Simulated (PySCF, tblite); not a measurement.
# C₄H₁₀GeO₃: geometry, infrared bands and NMR shifts

What infrared bands and NMR shifts should C₄H₁₀GeO₃ (`C[O][Ge]([CH3])([CH]=O)[O]C`) show?

The runs use tblite 0.8.0 and PySCF 2.14.0, with density-fitted response routines of our own; the level of theory stands in each step. All values are computed, except where a source is named. Atoms are numbered from 0 throughout.

### 1 The molecule as given

18 atoms, charge 0, multiplicity 1; geometry from: force field or distance geometry start.

Bonds of the start (Å): C0–O1 1.42, O1–Ge2 1.78, Ge2–C3 1.96, Ge2–C4 1.91, C4–O5 1.22, Ge2–O6 1.80, O6–C7 1.41, C0–H8 1.11, C0–H9 1.11, C0–H10 1.10, C3–H11 1.10, C3–H12 1.11, C3–H13 1.12, C4–H14 1.09, C7–H15 1.11, C7–H16 1.11, C7–H17 1.12.

### 2 Optimising the geometry with GFN2-xTB

Job settings and geometry (Å):

```
{"job": {"kind": "relax", "xc": "GFN2-xTB", "basis": "xTB"}, "charge": 0, "multiplicity": 1}
C      2.164200    -0.621000     0.717100
O      1.070400     0.144100     1.188600
Ge    -0.050700     0.428500    -0.169100
C     -1.553300     1.518900     0.449800
C      0.827700     1.410300    -1.558600
O      1.300000     2.509200    -1.334000
O     -0.650400    -1.130700    -0.849700
C     -1.325500    -1.817700     0.175300
H      2.735100    -0.059500    -0.049400
H      1.813400    -1.600400     0.322200
H      2.841200    -0.825700     1.561100
H     -2.311900     1.600600    -0.346700
H     -1.189500     2.521300     0.747400
H     -2.008200     1.031000     1.343700
H      0.904600     0.996400    -2.558700
H     -0.680800    -2.000400     1.065300
H     -2.255600    -1.279400     0.471000
H     -1.639400    -2.819400    -0.220400
```

Launch:

```
$ OMP_NUM_THREADS=1 python probes_run.py task.json out
```

One launch serves the whole session: the jobs run in the order shown.

**Question.** This job is followed by: GFN2-xTB harmonic vibrations, gas phase; GIAO PBE0/pcSseg-1 NMR shielding, non-relativistic, gas phase. Predict these results of the whole session: strongest single infrared mode (GFN2-xTB); zero-point energy (GFN2-xTB); ¹³C shifts against TMS (PBE0/pcSseg-1, means over atoms taken as alike); ¹H shifts against TMS (PBE0/pcSseg-1, means over atoms taken as alike); ¹⁷O shifts against H2O (PBE0/pcSseg-1, means over atoms taken as alike); ⁷³Ge shifts against GeMe4 (PBE0/pcSseg-1); surface potential, 1st and 99th percentile.

The runs gave:

| quantity | value |
| --- | --- |
| strongest single infrared mode (GFN2-xTB) | 1779 cm⁻¹, 362 km/mol |
| zero-point energy (GFN2-xTB) | 83.3 kcal/mol |
| ¹³C shifts against TMS (PBE0/pcSseg-1, means over atoms taken as alike) | 236.7, 55.9, 0.5 ppm |
| ¹H shifts against TMS (PBE0/pcSseg-1, means over atoms taken as alike) | 11.78, 4.04, 0.59 ppm |
| ¹⁷O shifts against H2O (PBE0/pcSseg-1, means over atoms taken as alike) | 909.8, 40.7 ppm |
| ⁷³Ge shifts against GeMe4 (PBE0/pcSseg-1) | -29 ppm |
| surface potential, 1st and 99th percentile | -1.38 V and 1.24 V |

What this shows: The optimisation took 78 steps and gained 0.612 eV; among the close pairs (by a distance rule), Ge2–C4 changed most, from 1.915 to 2.045 Å. All 48 modes are real, so the xTB geometry is a minimum. The strongest single mode, at 1779 cm⁻¹, moves mainly C4 and O5. Unscaled tight-binding wavenumbers are off by several per cent, some by more. Its intensities can rank the bands wrongly. At PBE0/pcSseg-1: The largest span, 1921 ppm, is at O5, where the paramagnetic term is -973 ppm. By nearest atom (PBE0/pcSseg-1), the HOMO sits on O5 42 %; H14 13 % and the LUMO on C4 42 %; O5 31 %. Spin-orbit coupling is left out, which matters for shieldings and couplings at and beside the heavy atoms.
